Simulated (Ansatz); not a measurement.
# ClH2MoNOS: basis-set convergence

One table from this session's results is given with a row withheld; the runs are named, their logs left out.

Computed with Ansatz 0.2.0, Gaussian basis. Level: one geometry, several basis sets.

The runs, in order: PBE0-D4/def2-SVP; ωB97M-V/def2-SVP; PBE0-D4/def2-QZVPP; ωB97M-V/def2-QZVPP; the functionals' def2-TZVPP values are taken from earlier runs.

**The relaxed structure**

An earlier PBE0-D4 in a triple-zeta def2 set relaxation fixed the geometry. Mo takes the def2 core potential; no spin-orbit term is included.

SMILES `[NH2][Mo](=[O])(=[S])[Cl]`, 7 atoms, charge 0, spin multiplicity 1.

Atoms are counted from 1 here; the program's logs count them from 0.

Bond lengths: N1–Mo2 1.906 Å, N1–H6 1.010 Å, N1–H7 1.011 Å, Mo2–O3 1.666 Å, Mo2–S4 2.107 Å, Mo2–Cl5 2.259 Å. Angles: Mo2–N1–H6 124.6°, Mo2–N1–H7 122.2°, H6–N1–H7 112.0°, N1–Mo2–O3 108.2°, N1–Mo2–S4 108.3°, N1–Mo2–Cl5 110.2°, O3–Mo2–S4 110.9°, O3–Mo2–Cl5 109.6°, S4–Mo2–Cl5 109.7°.

The first run:

File in.yaml:

```yaml
crystal:
  periodic: [false, false, false]
  atoms:
    - {symbol: N, position_ang: [-0.726154, 0.692964, 0.651756]}
    - {symbol: Mo, position_ang: [0.482732, -0.414867, -0.319205]}
    - {symbol: O, position_ang: [1.677861, -0.920119, 0.726307]}
    - {symbol: S, position_ang: [-0.593572, -2.059181, -1.079159]}
    - {symbol: Cl, position_ang: [1.408109, 0.744779, -2.023281]}
    - {symbol: H, position_ang: [-1.719079, 0.749242, 0.476870]}
    - {symbol: H, position_ang: [-0.468698, 1.139181, 1.521111]}
basis:
  gaussian: {orbitals: def2-SVP}
hamiltonian: {xc: pbe0, dispersion: d4}
output: {orbitals: {seedname: orbitals}}
```

Steps of the session up to this table: PBE0-D4 in def2-SVP; ωB97M-V in def2-SVP; PBE0-D4 in def2-QZVPP; ωB97M-V in def2-QZVPP.

One table of the session follows, with a row left open; its other results are not shown here.

It belongs to the step «Density functionals: the series». 

```
functional       basis  HOMO (eV)  LUMO (eV)
   PBE0-D4    def2-SVP          ?          ?
   PBE0-D4  def2-TZVPP      -7.85      -3.06
   PBE0-D4  def2-QZVPP      -7.87      -3.08
   ωB97M-V    def2-SVP      -9.91      -0.95
   ωB97M-V  def2-TZVPP      -9.97      -1.05
   ωB97M-V  def2-QZVPP      -9.99      -1.09
```

Q: Estimate the row for PBE0-D4, def2-SVP from the others.

The run gave: HOMO (eV): -7.84; LUMO (eV): -3.02. In the column «HOMO (eV)» it is the highest.
